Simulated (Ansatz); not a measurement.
# PtTe: the cost of one run

Computed with Ansatz 0.2.0 (DFT LDA+U (U_eff = 1 eV on Pt d, around-mean-field double counting), plane waves, PAW, no spin–orbit coupling unless a run says so, unless a step's input says otherwise).

### Step 1. The starting structure

It takes space group Pm-3m (No. 221, cubic). The conventional cell has a = 3.559 Å, b = 3.559 Å, c = 3.559 Å, α = 90.00°, β = 90.00°, γ = 90.00°. Pt (site symmetry m-3m) is surrounded by 8 Te at 3.08 Å. Around Te (site symmetry m-3m) lie 8 Pt at 3.08 Å.

Structure file:

```cif
data_structure
_symmetry_space_group_name_H-M 'P 1'
_symmetry_Int_Tables_number 1
_cell_length_a 3.5592
_cell_length_b 3.5592
_cell_length_c 3.5592
_cell_angle_alpha 90.000
_cell_angle_beta 90.000
_cell_angle_gamma 90.000
_cell_volume 45.09
loop_
_atom_site_label
_atom_site_type_symbol
_atom_site_fract_x
_atom_site_fract_y
_atom_site_fract_z
_atom_site_occupancy
Pt1 Pt 0.00000 0.00000 0.00000 1
Te1 Te 0.50000 0.50000 0.50000 1
```

An earlier series on this cell reached its lowest free state from «ferromagnetic start, free, symmetry kept, no search», perhaps among other starts (it ended with site moments under 0.05 μB).

### Step 2. Total moment locked, 2.20 μB per cell

Input file input.yaml:

```yaml
crystal:
  lattice:
    - [3.55919028, 0.0, 0.0]
    - [0.0, 3.55919028, 0.0]
    - [0.0, 0.0, 3.55919028]
  atoms:
    - { symbol: Pt, position: [0.0, 0.0, 0.0], spin: 2.2 }
    - { symbol: Te, position: [0.5, 0.5, 0.5] }
basis:
  ecutwfc: 420
  ecutrho_ratio: 4
kpoints:
  mp_grid: { grid: [5, 5, 5] }
hamiltonian:
  xc: lda
  hubbard:
    sites:
      - { site: 0, l: d, u_eff: 1.0, starting_ns: [{ spin: up, occupation_matrix: s0up }, { spin: down, occupation_matrix: s0down }] }
    double_counting: amf
    occupation_matrices:
      s0up:
        matrix:
          - [0.97, 0.0, 0.0, 0.0, 0.0]
          - [0.0, 0.97, 0.0, 0.0, 0.0]
          - [0.0, 0.0, 0.97, 0.0, 0.0]
          - [0.0, 0.0, 0.0, 0.97, 0.0]
          - [0.0, 0.0, 0.0, 0.0, 0.97]
      s0down:
        matrix:
          - [0.97, 0.0, 0.0, 0.0, 0.0]
          - [0.0, 0.02, 0.0, 0.0, 0.0]
          - [0.0, 0.0, 0.02, 0.0, 0.0]
          - [0.0, 0.0, 0.0, 0.97, 0.0]
          - [0.0, 0.0, 0.0, 0.0, 0.97]
    ns_hold: { iters: 8 }
scf:
  occupations: { method: gaussian, width: 0.05 }
  lower_state_search: "off"
  max_iter: 150
output:
  forces: true
  stress: true
  eigenvalues: true
  populations: true
  hubbard: { sites: [{ site: 0, l: d }] }
magnetization:
  spin_polarized: true
  initial_magnetization: 2.2
  spin_locking: { lock_magnetization: hard }
```

The typed matrices put 0.97 on the chosen orbitals and 0.02 on the others, and are held for 8 cycles. The lock stays on to the end, so the result is a constrained state unless its moments die out.

Command:

```
ansatz run input.yaml --threads 2 --pin off --max-ram 3072MiB --backend cpu --events-out ev --progress --plain --runs-dir out
```

What time and memory should one allow on 2 threads of Arm Neoverse N1, shared host?

About 5.9 s, with a peak of 0.33 GiB.
